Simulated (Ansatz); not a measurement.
# C2H6O2SSi: one species, many methods

An exercise on one series of results from a longer session: the logs are not shown, and one member is left open.

Program: Ansatz 0.2.0, Gaussian basis. Level of theory: functionals in def2-TZVPP, the program's frozen cores in correlated methods. These are calculated values, not measurements.

Levels to be run: PBE-D4, r2SCAN-D4, PBE0-D4, B3LYP-D4, ωB97X-V, ωB97M-V, B2PLYP; CCSD(T)/def2-TZVPP; MP2/def2-QZVPP; extrapolation to the limit.

### Structure used throughout

An earlier PBE0-D4 in a triple-zeta def2 set relaxation fixed the geometry.

SMILES `CC(=S)O[SiH2]O`, 12 atoms, charge 0, spin multiplicity 1.

Atoms are counted from 1 here; the program's logs count them from 0.

Bond lengths: C1–C2 1.494 Å, C1–H7 1.095 Å, C1–H8 1.095 Å, C1–H9 1.086 Å, C2–S3 1.620 Å, C2–O4 1.339 Å, O4–Si5 1.664 Å, Si5–O6 1.635 Å, Si5–H10 1.477 Å, Si5–H11 1.477 Å, O6–H12 0.959 Å. Angles: C2–C1–H7 110.2°, C2–C1–H8 109.8°, C2–C1–H9 110.7°, H7–C1–H8 107.2°, H7–C1–H9 109.7°, H8–C1–H9 109.2°, C1–C2–S3 124.3°, C1–C2–O4 115.2°, S3–C2–O4 120.5°, C2–O4–Si5 132.2°, O4–Si5–O6 111.9°, O4–Si5–H10 110.4°, O4–Si5–H11 103.0°, O6–Si5–H10 105.7°, O6–Si5–H11 112.4°, H10–Si5–H11 113.5°, Si5–O6–H12 118.6°.

The first run:

in.yaml

```yaml
crystal:
  periodic: [false, false, false]
  atoms:
    - {symbol: C, position_ang: [-0.647048, -1.282361, 0.702381]}
    - {symbol: C, position_ang: [0.746301, -0.787361, 0.918927]}
    - {symbol: S, position_ang: [1.731815, -1.320556, 2.088681]}
    - {symbol: O, position_ang: [1.158182, 0.152921, 0.059741]}
    - {symbol: Si, position_ang: [0.373753, 0.980822, -1.152157]}
    - {symbol: O, position_ang: [-0.852712, 1.893737, -0.573411]}
    - {symbol: H, position_ang: [-1.354534, -0.447280, 0.741671]}
    - {symbol: H, position_ang: [-0.731630, -1.731051, -0.293233]}
    - {symbol: H, position_ang: [-0.911608, -2.022124, 1.451696]}
    - {symbol: H, position_ang: [-0.245719, 0.037063, -2.104148]}
    - {symbol: H, position_ang: [1.451128, 1.796701, -1.747346]}
    - {symbol: H, position_ang: [-0.641027, 2.674288, -0.058701]}
basis:
  gaussian: {orbitals: def2-TZVPP}
hamiltonian: {xc: pbe, dispersion: d4}
output: {forces: true, orbitals: {seedname: orbitals}}
```

The run is started by

```
$ ansatz run in.yaml --threads 2 --pin off --events-out ev --progress --plain --max-ram 22528MiB --backend cuda --devices 0, --max-vram 18GiB
```

Steps of the session up to this table: PBE-D4 (GGA); r2SCAN-D4 (meta-GGA); PBE0-D4 (hybrid); B3LYP-D4 (hybrid); ωB97X-V (range-separated); ωB97M-V (range-separated); B2PLYP (double hybrid); CCSD(T) in def2-TZVPP; MP2 in def2-QZVPP.

One of the session's tables, all rows but one given; the rest of the session is left out.

It belongs to the step «Atomisation energies». 

```
            method  atomisation energy (kJ/mol)
            PBE-D4                       4746.0
         r2SCAN-D4                       4668.0
           PBE0-D4                       4638.7
          B3LYP-D4                       4636.1
           ωB97X-V                       4659.8
           ωB97M-V                       4666.9
            B2PLYP                       4593.4
     HF/def2-TZVPP                            ?
    MP2/def2-TZVPP                       4628.8
   CCSD/def2-TZVPP                       4434.0
CCSD(T)/def2-TZVPP                       4518.6
           MP2/CBS                       4766.0
       CCSD(T)/CBS                       4655.8
```

**Question.** Estimate the row for HF/def2-TZVPP.

The run gave: atomisation energy (kJ/mol): 3297.9. In the column «atomisation energy (kJ/mol)» it is the lowest.

Limits of these values: Free atoms (2 C, 1 S, 2 O, 1 Si, 6 H) were run apart at each level; the atomisation energy is their sum less the molecule, without zero-point or spin-orbit terms.
